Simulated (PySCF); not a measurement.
# The bond of MgTl+, level by level

The task here is to estimate one member of a computed series from the others.

Computed with PySCF 2.14.0. Level: Mg cc-pVDZ, Tl cc-pVDZ-PP with ECP60, scalar-relativistic core potentials.

Set-up of the first run:

Settings of the job:

```json
{
 "atoms": "Mg, Tl",
 "charge": "1",
 "basis": "Mg cc-pVDZ, Tl cc-pVDZ-PP with ECP60",
 "Hamiltonian": "scalar-relativistic core potentials",
 "basis functions": "41",
 "electrons treated": "32",
 "masses in u": "23.9850, 204.9744",
 "levels": "PBE0, PBE, r²SCAN, revPBE, PBEsol, MN15, CAM-B3LYP, HF, MP2, SCS-MP2, CCSD, CCSD(T)",
 "grid": "80 radial by 434 angular points",
 "occupations": "held fixed by the projection of orbital angular momentum",
 "dissociation limit": "Mg + Tl+, each in its ground configuration",
 "starting distance in angstrom": "2.885",
 "values of 2S to try": "0, 2"
}
```

On the command line:

```sh
OMP_NUM_THREADS=1 python dia.py task.json out
```

Steps of the session up to this table: Input; First curve: PBE0; Excited determinants; PBE (GGA); r²SCAN; revPBE; PBEsol (GGA); MN15; CAM-B3LYP (range-separated hybrid); RHF; MP2 and coupled cluster.

One of the session's tables, all rows but one given; the rest of the session is left out.

It belongs to the step «The curves together». Energy (eV) from each level's lowest point:

| R (Å) | RHF | RHF-MP2 | RHF-SCS-MP2 | RHF-CCSD | RHF-CCSD(T) |
| --- | --- | --- | --- | --- | --- |
| 2.873 | 0.365 | 0.222 | 0.251 | n/a | n/a |
| 3.007 | 0.207 | 0.101 | 0.123 | 0.112 | 0.104 |
| 3.140 | 0.105 | 0.034 | 0.047 | 0.040 | 0.035 |
| 3.241 | 0.056 | 0.009 | 0.016 | 0.012 | 0.009 |
| 3.341 | 0.025 | 0.000 | 0.002 | 0.000 | 0.000 |
| 3.441 | 0.007 | 0.004 | 0.000 | 0.001 | 0.003 |
| 3.575 | 0.000 | 0.022 | 0.012 | 0.015 | 0.021 |
| 3.742 | ? | ? | ? | ? | ? |
| 3.942 | 0.036 | 0.117 | 0.092 | 0.100 | 0.112 |
| 4.210 | 0.085 | 0.198 | 0.164 | n/a | n/a |

Q: Estimate the row for R (Å) = 3.742 from the others.

Worked estimate for «RHF». A straight line through the neighbours (3.575, 0.000) and (3.942, 0.036) gives 0.000 + (0.036 − 0.000) × (3.742 − 3.575) / (3.942 − 3.575) = 0.016; a parabola fitted to 4 rows on both sides gives 0.011.

**Answer.** RHF: 0.009; RHF-MP2: 0.061; RHF-SCS-MP2: 0.043; RHF-CCSD: 0.049; RHF-CCSD(T): 0.057. In «RHF» the line misses by +0.007 and the parabola by +0.002.
